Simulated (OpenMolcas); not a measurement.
# Gd²⁺ among point charges: CASSCF levels and susceptibility

Aim: the splitting of the states of Gd²⁺ in the field of 8 point charges, its lowest levels with spin-orbit coupling and its magnetic susceptibility.

The numbers are computed with OpenMolcas 26.06 (state-averaged CASSCF, spin-orbit coupling by RASSI with atomic mean-field integrals), except any that are marked as measured or tabulated.

## Step 1: Starting point

| Quantity | Value |
| --- | --- |
| Species | Gd²⁺ (gadolinium, Z = 64, 62 electrons) |
| Basis | ANO-RCC-VDZP [7s6p4d2f1g], 68 functions |
| Scalar Hamiltonian | DKH2, point nucleus |
| Inactive shells | 1s 2s 2p 3s 3p 3d 4s 4p 4d 5s 5p |
| Active space | 8 electrons in 7 orbitals (4f) |
| Some configurations of this space | 4f⁸ |
| Orbitals | optimised for the highest spin of each parity, averaged over all roots |

The outer shells:

4f8
```
4f [↑↓][↑ ][↑ ][↑ ][↑ ][↑ ][↑ ]
```

The ion sits among 8 point charges of -2 e arranged as a square antiprism (D4d), 3.13 Å from the ion, with a polar angle of 55.0° against the regular 57.3°.

Each step is its own input file, run in one work folder so that later steps find the files of earlier ones. Labels, J, g values, rates, χT and fits are worked out afterwards by a script from the matrices that RASSI stores.

## Step 2: One- and two-electron integrals

a.inp reads:

```
&GATEWAY
Coord
1

Gd 0.0 0.0 0.0
Basis=ANO-RCC-VDZP
Group=NoSym
NoMove
AngMom=0.0 0.0 0.0
AMFI
XField
8 Angstrom 0
2.369009 0.981276 1.794936 -2.000000
-0.981276 2.369009 1.794936 -2.000000
-2.369009 -0.981276 1.794936 -2.000000
0.981276 -2.369009 1.794936 -2.000000
2.369009 -0.981276 -1.794936 -2.000000
0.981276 2.369009 -1.794936 -2.000000
-2.369009 0.981276 -1.794936 -2.000000
-0.981276 -2.369009 -1.794936 -2.000000
&SEWARD
```

The run is started by

```console
> OMP_NUM_THREADS=1 MOLCAS_MEM=2252 MOLCAS_PROJECT=a pymolcas a.inp > a.log
```

## Step 3: CASSCF: septets, 7 roots

a.inp reads:

```
&RASSCF
FileOrb=start.orb
Symmetry=1
Spin=7
nActEl=8 0 0
Inactive=27
Ras2=7
CIRoot=7 7 1
SDav=7
CIMx=300
Iter=120 100
PrWF=0.3
OrbListing=Nothing
MaxOrb=0
>>> COPY $Project.JobIph JOB001
```

start.orb holds the contracted functions of the basis, ordered by shell, or the orbitals of the step before.

## Step 4: Reference wave functions, quintets, 140 roots

a.inp reads:

```
&RASSCF
FileOrb=start.orb
Symmetry=1
Spin=5
nActEl=8 0 0
Inactive=27
Ras2=7
CIRoot=140 140 1
SDav=140
CIMx=300
Iter=120 100
PrWF=0.3
OrbListing=Nothing
MaxOrb=0
CIOnly
>>> COPY $Project.JobIph JOB002
```

## Step 5: Reference wave functions, triplets, 162 roots

a.inp reads:

```
&RASSCF
FileOrb=start.orb
Symmetry=1
Spin=3
nActEl=8 0 0
Inactive=27
Ras2=7
CIRoot=162 162 1
SDav=588
CIMx=300
Iter=120 100
PrWF=0.3
OrbListing=Nothing
MaxOrb=0
CIOnly
>>> COPY $Project.JobIph JOB003
```

## Step 6: State interaction with spin-orbit coupling

a.inp reads:

```
&RASSI
NrOfJobIphs=3 7 77 26
1 2 3 4 5 6 7
1 2 3 4 5 6 7 8 9 10 11 12 13 14 15 16 17 18 19 20 21 22 23 24 25 26 27
28 29 30 31 32 33 34 35 36 37 38 39 40 41 42 43 44 45 46 47 48 49 50 51
52 53 54 55 56 57 58 59 60 61 62 63 64 65 66 67 68 69 70 71 72 73 74 75
76 77
1 2 3 4 5 6 7 8 9 10 11 12 13 14 15 16 17 18 19 20 21 22 23 24 25 26
IphNames
JOB001
JOB002
JOB003
EJob
SpinOrbit
DIPRint=1.0
SOCoupling=1000.0
Subsets=2
Property=9
'ANGMOM' 1 'ANGMOM' 2 'ANGMOM' 3 'MLTPL  1' 1 'MLTPL  1' 2 'MLTPL  1' 3
'AMFI' 1 'AMFI' 2 'AMFI' 3
SOProperty=3
'ANGMOM' 1 'ANGMOM' 2 'ANGMOM' 3
```

Before running it: what results should come out? Wanted: spin-free ground state; first state of the same spin within the active space; lowest level; next level.

As calculated:

| quantity | value |
| --- | --- |
| method | CASSCF |
| spin-free ground state | septet, 1-fold in its orbital part |
| first state of the same spin within the active space | septet at 76.9 cm⁻¹ |
| lowest level | 1-fold |
| next level | 10.6 cm⁻¹ |
| χT at 300 K | 11.80 cm³ K/mol |
| effective moment at 300 K | 9.72 μB |

**Reading.** The spin-free ground state (septet) comes to 100 % from free-ion F terms and keeps the highest spin of the shell. The quintets, triplets rest on orbitals optimised for another spin in at least one step, which raises them against the optimised states. Not all states of the active space went into the spin-orbit step. The free ion's ground configuration, as NIST lists it, lies outside this active space, so the lowest level here need not be the ground level. High states of lower spin are left out of the spin-orbit mixing, and CASSCF puts spin-flip levels too high. This is an electrostatic model: the charges have no orbitals.
